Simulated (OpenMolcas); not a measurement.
**Ir⁵⁺ among point charges: CASSCF and CASPT2 levels and susceptibility**

How does a field of 6 point charges split the states of Ir⁵⁺, and what χT follows?

The numbers are computed with OpenMolcas 26.06 (state-averaged CASSCF and CASPT2, spin-orbit coupling by RASSI with atomic mean-field integrals), except any that are marked as measured or tabulated.

### Step 1. Starting point

| Property | Result |
| --- | --- |
| Species | Ir⁵⁺ (iridium, Z = 77, 72 electrons) |
| Basis | ANO-RCC-VDZP [7s6p4d2f], 59 functions |
| Scalar Hamiltonian | DKH2, point nucleus |
| Inactive shells | 1s 2s 2p 3s 3p 3d 4s 4p 4d 4f 5s 5p |
| Active space | 4 electrons in 5 orbitals (5d) |
| Some configurations of this space | 5d4 |
| Orbitals | optimised for each spin and parity, averaged over all roots |

The outer shells:

5d4
```
5d [↑ ][↑ ][↑ ][↑ ][  ]
```

The ion sits among 6 point charges of -1.7 e arranged as a trigonal antiprism (D3d), 2.13 Å from the ion, with a polar angle of 50.4° against the regular 54.74°.

Each step is its own input file, run in one work folder so that later steps find the files of earlier ones. Labels, J, g values, rates, χT and fits are worked out afterwards by a script from the matrices that RASSI stores. The input lists half of the charges; inversion (Group=XYZ) makes the rest.

### Step 2. One- and two-electron integrals

Input file a.inp:

```
&GATEWAY
Coord
1

Ir 0.0 0.0 0.0
Basis=ANO-RCC-VDZP
Group=XYZ
NoMove
AngMom=0.0 0.0 0.0
AMFI
XField
3 Angstrom 0
0.000000 1.640168 1.358951 -1.700000
1.420427 -0.820084 1.358951 -1.700000
1.420427 0.820084 -1.358951 -1.700000
&SEWARD
```

### Step 3. Reference wave functions, quintets of even parity, 5 roots

Input file a.inp:

```
&RASSCF
FileOrb=start.orb
Symmetry=1
Spin=5
nActEl=4 0 0
Inactive=15 19
Ras2=5 0
CIRoot=5 5 1
SDav=5
CIMx=300
Iter=120 100
PrWF=0.3
OrbListing=Nothing
MaxOrb=0
>>> COPY $Project.JobIph JOB001
```

start.orb holds the contracted functions of the basis, ordered by shell, or the orbitals of the step before.

### Step 4. CASSCF: triplets of even parity, 45 roots

Input file a.inp:

```
&RASSCF
FileOrb=start.orb
Symmetry=1
Spin=3
nActEl=4 0 0
Inactive=15 19
Ras2=5 0
CIRoot=45 45 1
SDav=45
CIMx=300
Iter=120 100
PrWF=0.3
OrbListing=Nothing
MaxOrb=0
>>> COPY $Project.JobIph JOB002
```

### Step 5. Reference wave functions, singlets of even parity, 50 roots

Input file a.inp:

```
&RASSCF
FileOrb=start.orb
Symmetry=1
Spin=1
nActEl=4 0 0
Inactive=15 19
Ras2=5 0
CIRoot=50 50 1
SDav=50
CIMx=300
Iter=120 100
PrWF=0.3
OrbListing=Nothing
MaxOrb=0
>>> COPY $Project.JobIph JOB003
```

### Step 6. RASSI: spin-orbit coupling between the states

Input file a.inp:

```
&RASSI
NrOfJobIphs=3 5 45 50
1 2 3 4 5
1 2 3 4 5 6 7 8 9 10 11 12 13 14 15 16 17 18 19 20 21 22 23 24 25 26 27
28 29 30 31 32 33 34 35 36 37 38 39 40 41 42 43 44 45
1 2 3 4 5 6 7 8 9 10 11 12 13 14 15 16 17 18 19 20 21 22 23 24 25 26 27
28 29 30 31 32 33 34 35 36 37 38 39 40 41 42 43 44 45 46 47 48 49 50
IphNames
JOB001
JOB002
JOB003
EJob
SpinOrbit
DIPRint=1.0
SOCoupling=1000.0
Subsets=2
Property=9
'ANGMOM' 1 'ANGMOM' 2 'ANGMOM' 3 'MLTPL  1' 1 'MLTPL  1' 2 'MLTPL  1' 3
'AMFI' 1 'AMFI' 2 'AMFI' 3
SOProperty=3
'ANGMOM' 1 'ANGMOM' 2 'ANGMOM' 3
```

### Step 7. CASPT2: IPEA 0.25, imaginary shift 0.1 (closed shells correlated: 5s 5p)

Input file a.inp:

```
>>> COPY JOB001 $Project.JobIph
&CASPT2
Multistate=5 1 2 3 4 5
NoMult
Frozen=14 16
IPEA=0.25
Imaginary=0.1
MaxIter=60
WThr=0.0 0.3 0.05
PrWF=0.5
NoMix
>>> COPY JOB002 $Project.JobIph
&CASPT2
Multistate=45 1 2 3 4 5 6 7 8 9 10 11 12 13 14 15 16 17 18 19 20 21 22
23 24 25 26 27 28 29 30 31 32 33 34 35 36 37 38 39 40 41 42 43 44 45
NoMult
Frozen=14 16
IPEA=0.25
Imaginary=0.1
MaxIter=60
WThr=0.0 0.3 0.05
PrWF=0.5
NoMix
>>> COPY JOB003 $Project.JobIph
&CASPT2
Multistate=50 1 2 3 4 5 6 7 8 9 10 11 12 13 14 15 16 17 18 19 20 21 22
23 24 25 26 27 28 29 30 31 32 33 34 35 36 37 38 39 40 41 42 43 44 45 46
47 48 49 50
NoMult
Frozen=14 16
IPEA=0.25
Imaginary=0.1
MaxIter=60
WThr=0.0 0.3 0.05
PrWF=0.5
NoMix
```

(Steps that only read results are left out.)

**Question.** What will these runs give? Wanted: spin-free ground state; first state of the same spin within the active space; lowest level; next level.

**Answer**, as computed:

```
                                            quantity                                                                        value
                                              method  SS-CASPT2, IPEA 0.25, imaginary shift 0.1 (closed shells correlated: 5s 5p)
                              spin-free ground state                                               5E, 2-fold in its orbital part
first state of the same spin within the active space                                                             5A1 at 3650 cm⁻¹
                                        lowest level                                                                    1-fold A1
                                          next level                                                                  5207.9 cm⁻¹
                                         χT at 300 K                                                               0.05 cm³ K/mol
                           effective moment at 300 K                                                                      0.63 μB
```

Cost by method:

```csv
method,time of its own steps,time with the reference
A. CASSCF,24 s,24 s
"B. SS-CASPT2, IPEA 0.25, imaginary shift 0.1, +5s 5p",7.8 s,32 s
```

Times are of one thread on a shared host.

In words: The spin-free ground state (5E) comes to 100 % from free-ion D terms and keeps the highest spin of the shell. χT at 300 K is 0.05, against 3.01 cm³ K/mol for the spin alone, so spin-orbit coupling lowers it. An active space of the d shell alone favours high spin; real ions in strong fields can be low spin. CASPT2 does not keep the components of a term degenerate, and the means are used. The field of point charges can differ much from that of real complexes. With metal d orbitals alone active, the gaps between spin states are rough; where two lie within a few thousand cm-1, their order is open. Point charges carry no covalency, so the field is a model and not that of real ligands.
